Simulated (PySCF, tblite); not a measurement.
# C₃H₉Si₂ radical: geometry, infrared bands and EPR parameters

Aim: predict the infrared bands and EPR parameters of C₃H₉Si₂ radical (`C=[C]C([SiH3])[SiH3]`).

Computed with tblite 0.8.0 and PySCF 2.14.0, with density-fitted response routines of our own, on a single molecule in the gas phase. Atoms are numbered from 0 throughout.

### 1 The starting structure

14 atoms, charge 0, multiplicity 2; geometry from: force field or distance geometry start.

Bonds of the start (Å): C0–C1 1.32, C1–C2 1.50, C2–Si3 1.86, C2–Si4 1.84, C0–H5 1.11, C0–H6 1.08, C2–H7 1.13, Si3–H8 1.47, Si3–H9 1.46, Si3–H10 1.47, Si4–H11 1.47, Si4–H12 1.48, Si4–H13 1.47.

### 2 Optimising the geometry with GFN2-xTB

Job settings and geometry (Å):

```
{"job": {"kind": "relax", "xc": "GFN2-xTB", "basis": "xTB"}, "charge": 0, "multiplicity": 2}
C     -1.419500    -1.532700    -0.172700
C     -1.145700    -0.433300    -0.859000
C      0.046800     0.434400    -0.592000
Si    -0.269800     1.772300     0.657300
Si     1.477400    -0.659600    -0.221000
H     -2.334000    -2.106100    -0.447700
H     -0.836700    -1.915900     0.648700
H      0.244800     0.975300    -1.564300
H     -1.685000     1.695400     1.047800
H     -0.089600     3.080100     0.024700
H      0.579000     1.687600     1.850800
H      1.122400    -1.461200     0.960500
H      1.575100    -1.611500    -1.352500
H      2.734200     0.074700    -0.002700
```

Run with:

```bash
$ OMP_NUM_THREADS=1 python probes_run.py task.json out
```

One launch serves the whole session: the jobs run in the order shown.

**Question.** This job is followed by: GFN2-xTB harmonic vibrations, gas phase; UKS B3LYP, pcH-1 on C H Si, non-relativistic, mean-field spin-orbit, GIAO. Predict these results of the whole session: strongest single infrared mode (GFN2-xTB); zero-point energy (GFN2-xTB); g(iso) (B3LYP); ⟨S²⟩; largest a(iso) (averaged by class); potential on the surface of density 0.002 e/bohr³, 1st and 99th percentile.

The runs gave:

| quantity | value |
| --- | --- |
| strongest single infrared mode (GFN2-xTB) | 2284 cm⁻¹, 603 km/mol |
| zero-point energy (GFN2-xTB) | 57.6 kcal/mol |
| g(iso) (B3LYP) | 2.00222 |
| ⟨S²⟩ | 0.758 (exact 0.75) |
| largest a(iso) (averaged by class) | 13C on C1, 230.9 MHz |
| potential on the surface of density 0.002 e/bohr³, 1st and 99th percentile | -0.69 V and 1.22 V |

In words: The optimisation took 120 steps and gained 0.569 eV; among the close pairs (by a distance rule), C2–Si4 changed most, from 1.839 to 1.924 Å. No mode is imaginary among the 36: a minimum at this level. The strongest single mode, at 2284 cm⁻¹, moves mainly H11 and H10. GFN2-xTB is a fitted tight-binding method: band positions and strengths are rough. Its intensities can rank the bands wrongly. C1 carries the largest spin population, 0.91 e. The isotropic g lies 0.1 ppt below the free-electron value. The conformer search found further structures of the same energy, which may be mirror or relabelled copies of this one.
